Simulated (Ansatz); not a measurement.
# SbH2+ (triplet): from Hartree-Fock to the top rungs at distance Sb1–H2 = 1.841 Å, def2-SVP

Aim: climb from Hartree-Fock through coupled cluster and multireference methods for SbH2+ (triplet) at one geometry and basis, and see what each rung misses.

Computed with Ansatz 0.2.0, Gaussian basis. Level: def2-SVP, core rule «outside noble gas», up to 9 orbitals frozen.

Plan: UHF; CCSD(T) on ROHF; CCSD(T) on UHF; BCCD(T) on ROHF; CISD; CCSDT(Q) on ROHF; CCSDT(Q) on UHF; CASSCF and MRCISD+Q, 4 electrons in 4 orbitals; CASSCF and NEVPT2, 4 electrons in 4 orbitals; CASSCF and MRCISD+Q, 6 electrons in 6 orbitals; CASSCF and NEVPT2, 6 electrons in 6 orbitals; Full CI.

13 further runs of the same task are left out: 11 that didn't finish, 2 set aside as unsound or not needed.

## 1. What is computed

The geometry derives from a PBE0/def2-TZVP stationary point (not a proven minimum). One bond is set to the value named and the two fragments are kept rigid. No spin-orbit coupling is included. Elements past krypton take def2 core potentials.

3 atoms, charge 1, spin multiplicity 3.

Atoms are counted from 1 here; the program's logs count them from 0.

Bond lengths: Sb1–H2 1.841 Å, Sb1–H3 1.691 Å. Angles: H2–Sb1–H3 120.6°.

Coordinates:

```xyz
3

Sb    0.0000   -0.0142    0.0011
H     0.0000    0.8976   -1.5983
H     0.0000    0.8231    1.4699
```

## 2. UHF

Contents of in.yaml:

```yaml
crystal:
  periodic: [false, false, false]
  atoms:
    - {symbol: Sb, position_ang: [0.000000, -0.014244, 0.001063]}
    - {symbol: H, position_ang: [0.000000, 0.897557, -1.598280]}
    - {symbol: H, position_ang: [0.000000, 0.823135, 1.469866]}
basis:
  gaussian: {orbitals: def2-SVP}
total_charge: 1
magnetization: {spin_polarized: true, initial_magnetization: 2}
hamiltonian: {xc: hf}
output: {orbitals: {seedname: orbitals}}
```

Run with:

```sh
ansatz run in.yaml --threads 1 --pin off --events-out ev --progress --plain --max-ram 2393MiB
```

The runs that follow: CCSD(T) on ROHF; CCSD(T) on UHF; BCCD(T) on ROHF; CISD; CCSDT(Q) on ROHF; CCSDT(Q) on UHF; CASSCF and MRCISD+Q, 4 electrons in 4 orbitals; CASSCF and NEVPT2, 4 electrons in 4 orbitals; CASSCF and MRCISD+Q, 6 electrons in 6 orbitals; CASSCF and NEVPT2, 6 electrons in 6 orbitals; Full CI.

**Question.** What will the summary of the whole plan be? Wanted: FCI below the RHF energy; RMP2 from FCI; UMP2 from FCI; RCCSD from FCI; RCCSD(T) from FCI; UCCSD(T) from FCI; RCCSDT(Q) from FCI; UCCSDT(Q) from FCI; NEVPT2 pair from FCI.

**Answer**, as computed:

```
                         quantity                                                                                               value
         FCI below the RHF energy                                                                                          -2.5498 eV
                    RMP2 from FCI                                                                                        +64.7 kJ/mol
                    UMP2 from FCI                                                                                        +63.7 kJ/mol
                   RCCSD from FCI                                                                                         +7.5 kJ/mol
                RCCSD(T) from FCI                                                                                         +1.9 kJ/mol
                UCCSD(T) from FCI                                                                                         +0.3 kJ/mol
               RCCSDT(Q) from FCI                                                                                          0.0 kJ/mol
               UCCSDT(Q) from FCI                                                                                         -1.7 kJ/mol
             NEVPT2 pair from FCI                                                                                        +52.9 kJ/mol
           MRCISD+Q pair from FCI                                                                                         -1.1 kJ/mol
          NEVPT2 valence from FCI                                                                                        +36.9 kJ/mol
levels within 1 kcal/mol (43 meV)  RCCSD(T), UCCSD(T), BCCD(T), RCCSDT, UCCSDT, RCCSDT(Q), UCCSDT(Q), MRCISD+Q pair, MRCISD+Q valence
                    T1 diagnostic                                                                                               0.020
   effectively unpaired electrons                                                                                                2.04
```

What this shows: RCCSD(T) lands +1.9 kJ/mol from the yardstick (0.8 % of the correlation energy). UCCSDT, UCCSDT(Q), MRCISD+Q pair fall below full CI: unrestricted runs freeze a spin-polarised core, another one than full CI's, and coupled cluster isn't variational. One determinant dominates. Of the multireference levels listed MRCISD+Q valence comes nearest in total energy (+0.1 kJ/mol), which doesn't show that its space is the better one. These misses are within one basis, not against nature; the frozen cores of restricted and unrestricted runs differ, which can shift their rows.
